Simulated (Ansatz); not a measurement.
# BFH2O (built from SMILES OBF): a reaction path by the nudged elastic band

Aim: the minimum-energy path between two given structures and its highest point. Both ends were relaxed at PBE0-D4 in triple zeta.

Computed with Ansatz 0.2.0, Gaussian basis. Level: PBE0-D4/def2-SVP.

17 further runs of the same task are left out: 1 that didn't finish, 16 set aside as unsound or not needed.

### Step 1. The starting structure

The first end: 5 atoms, charge 0, spin multiplicity 1.

Atoms are counted from 1 here; the program's logs count them from 0.

Bond lengths: B1–H2 1.198 Å, B1–O3 1.346 Å, B1–F5 1.322 Å, O3–H4 0.959 Å. Angles: H2–B1–O3 123.5°, H2–B1–F5 119.2°, O3–B1–F5 117.3°, B1–O3–H4 113.2°.

Coordinates:

```xyz
5
BFH2O
B    -0.0350    0.3855   -0.0012
H     0.4593    0.6798   -1.0520
O    -0.1381   -0.8812    0.4428
H     0.2242   -1.5263   -0.1677
F    -0.5104    1.3421    0.7781
```

The second end:

```csv
atom,x (Å),y (Å),z (Å)
B1,-0.51376,0.08878,1.02307
H2,0.80634,0.17686,-1.66538
O3,-0.51625,-1.09651,1.24771
H4,0.74145,-0.51995,-1.40234
F5,-0.51779,1.35072,0.79694
```

### Step 2. The band at PBE0-D4/def2-SVP

neb/in.yaml reads:

```yaml
crystal:
  periodic: [false, false, false]
  atoms:
    - {symbol: B, position_ang: [-0.034991, 0.385465, -0.001227]}
    - {symbol: H, position_ang: [0.459345, 0.679800, -1.051985]}
    - {symbol: O, position_ang: [-0.138125, -0.881210, 0.442812]}
    - {symbol: H, position_ang: [0.224213, -1.526255, -0.167721]}
    - {symbol: F, position_ang: [-0.510442, 1.342100, 0.778121]}
basis:
  gaussian: {orbitals: def2-SVP}
hamiltonian: {xc: pbe0, dispersion: d4}
neb:
  images: 5
  climbing: true
  max_iterations: 40
  initial_path: idpp
  final_atoms:
    - {symbol: B, position_ang: [-0.513756, 0.088780, 1.023073]}
    - {symbol: H, position_ang: [0.806345, 0.176862, -1.665381]}
    - {symbol: O, position_ang: [-0.516253, -1.096512, 1.247710]}
    - {symbol: H, position_ang: [0.741452, -0.519951, -1.402339]}
    - {symbol: F, position_ang: [-0.517787, 1.350721, 0.796937]}
```

Started as:

```
$ ansatz run in.yaml --threads 2 --pin off --events-out ev --progress --plain --max-ram 4352MiB
```

Before running it: what results should come out? Wanted: from earlier runs: barrier over the separately found saddle, CCSD(T)/def2-TZVPP.

**Answer**, as computed:

| quantity | value |
| --- | --- |
| PBE0-D4/def2-SVP, 26 iterations | highest 259.2 kJ/mol (image 3), last end +147.7 kJ/mol |
| from earlier runs: barrier over the separately found saddle, CCSD(T)/def2-TZVPP | 276.3 kJ/mol |

The highest image lies 259.2 kJ/mol above the first end, and it climbed, so it estimates the saddle. The ends are not quite minima at this level (largest force component 0.48 eV/Å), so the heights are unreliable: relaxing the first end would lower it and raise the barrier above it. The highest image is 17.1 kJ/mol below the CCSD(T) barrier in triple zeta, which comes from separate runs on the saddle.
